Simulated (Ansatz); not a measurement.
The system is WF.

```xyz
2
Lattice="1.3659 0.7886 5.0696 -1.3659 0.7886 5.0696 0.0000 -1.5772 5.0696" Properties=species:S:1:pos:R:3 pbc="T T T"
W     0.0000    0.0000   12.3818
F     0.0000    0.0000   14.2525
```

The cell was built by a generator and needn't be a form met in nature.

Base run:

- Program: Ansatz 0.2.0
- Functional: PBE
- Potentials or basis: Ansatz PAW
- Cutoff: 420 eV (not typed: the program's choice for these potentials)
- k mesh: 11 × 11 × 11
- Occupations: fermi-dirac, width 0.05 eV
- Spin: no spin polarisation
- Hubbard terms: W d U = 6 eV

Its results: band gap on the k mesh none (metal or under the smearing width); pressure 3.3 GPa; largest force 0.193 eV/Å.

Question: The run is repeated on the same cell with these changes: hubbard terms from W d U = 6 eV to W d U = 4 eV. What comes out?

Answer: Band gap on the k mesh none (metal or under the smearing width); pressure 1.9 GPa; largest force 0.068 eV/Å.

Caveats: an odd number of electrons without spin polarisation forces a metal; a magnetic or distorted state may lie lower; U without spin polarisation on a metal has little footing; the density of states is complete only up to the lowest level of the last band computed.
